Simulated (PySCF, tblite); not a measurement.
# C₆H₁₃O radical: geometry, infrared bands and EPR parameters

Aim: predict the infrared bands and EPR parameters of C₆H₁₃O radical (`C[CH]C[C@H](O)CC`).

The runs use tblite 0.8.0 and PySCF 2.14.0, with density-fitted response routines of our own; the level of theory stands in each step. All values are computed, except where a source is named. Atoms are numbered from 0 throughout.

## (1) The starting structure

20 atoms, charge 0, multiplicity 2; geometry from: force field or distance geometry start.

Bonds of the start (Å): C0–C1 1.52, C1–C2 1.53, C2–C3 1.50, C3–O4 1.41, C3–C5 1.52, C5–C6 1.51, C0–H7 1.12, C0–H8 1.11, C0–H9 1.11, C1–H10 1.11, C2–H11 1.12, C2–H12 1.11, C3–H13 1.11, O4–H14 1.01, C5–H15 1.14, C5–H16 1.09, C6–H17 1.11, C6–H18 1.12, C6–H19 1.13.

## (2) Geometry optimisation with GFN2-xTB

What the job is given:

```
{"job": {"kind": "relax", "xc": "GFN2-xTB", "basis": "xTB"}, "charge": 0, "multiplicity": 2}
C     -3.014600     0.453600    -0.497700
C     -1.590800     0.121500    -0.898800
C     -0.857300    -0.430800     0.329400
C      0.571200    -0.784100     0.018800
O      1.129400    -1.278000     1.213100
C      1.271200     0.538600    -0.232700
C      2.724900     0.275500    -0.541900
H     -3.327900     1.428600    -0.962700
H     -3.092900     0.527200     0.606600
H     -3.660300    -0.351800    -0.902200
H     -1.581500    -0.653700    -1.690900
H     -0.802400     0.431900     1.048000
H     -1.429600    -1.222000     0.854100
H      0.672800    -1.479000    -0.835100
H      1.644100    -0.541200     1.672400
H      1.248300     1.135400     0.736400
H      0.757700     1.158800    -0.966300
H      2.993800     0.546500    -1.587000
H      3.004300    -0.788100    -0.347900
H      3.334300     0.921800     0.162000
```

On the command line:

```sh
$ OMP_NUM_THREADS=1 python probes_run.py task.json out
```

One launch serves the whole session: the jobs run in the order shown.

**Question.** This job is followed by: GFN2-xTB harmonic vibrations, gas phase; UKS B3LYP, pcH-1 on C H O, non-relativistic, mean-field spin-orbit, GIAO. What will the session give for the following? strongest single infrared mode (GFN2-xTB); zero-point energy (GFN2-xTB); g(iso) (B3LYP); ⟨S²⟩; largest a(iso) (averaged by class); potential on the surface of density 0.002 e/bohr³, 1st and 99th percentile.

The runs gave:

| quantity | value |
| --- | --- |
| strongest single infrared mode (GFN2-xTB) | 1085 cm⁻¹, 108 km/mol |
| zero-point energy (GFN2-xTB) | 109.9 kcal/mol |
| g(iso) (B3LYP) | 2.00266 |
| ⟨S²⟩ | 0.754 (exact 0.75) |
| largest a(iso) (averaged by class) | 1H on H12, 98.5 MHz |
| potential on the surface of density 0.002 e/bohr³, 1st and 99th percentile | -1.60 V and 1.94 V |

In words: Over 169 steps the energy fell by 1.157 eV; of the close pairs, C1–C2 changed most, 1.533 to 1.474 Å. No mode is imaginary among the 54: a minimum at this level. The strongest single mode, at 1085 cm⁻¹, is spread over several atoms, H13, H14, O4 among them. GFN2-xTB is a fitted tight-binding method: band positions and strengths are rough. Its intensities can rank the bands wrongly. C1 carries the largest spin population, 1.02 e. The isotropic g lies 0.3 ppt above the free-electron value. These values are for one conformer; the search (at its own cheap level) found 2 more, at 0.91, 1.67 kcal/mol, and measured spectra average over such forms.
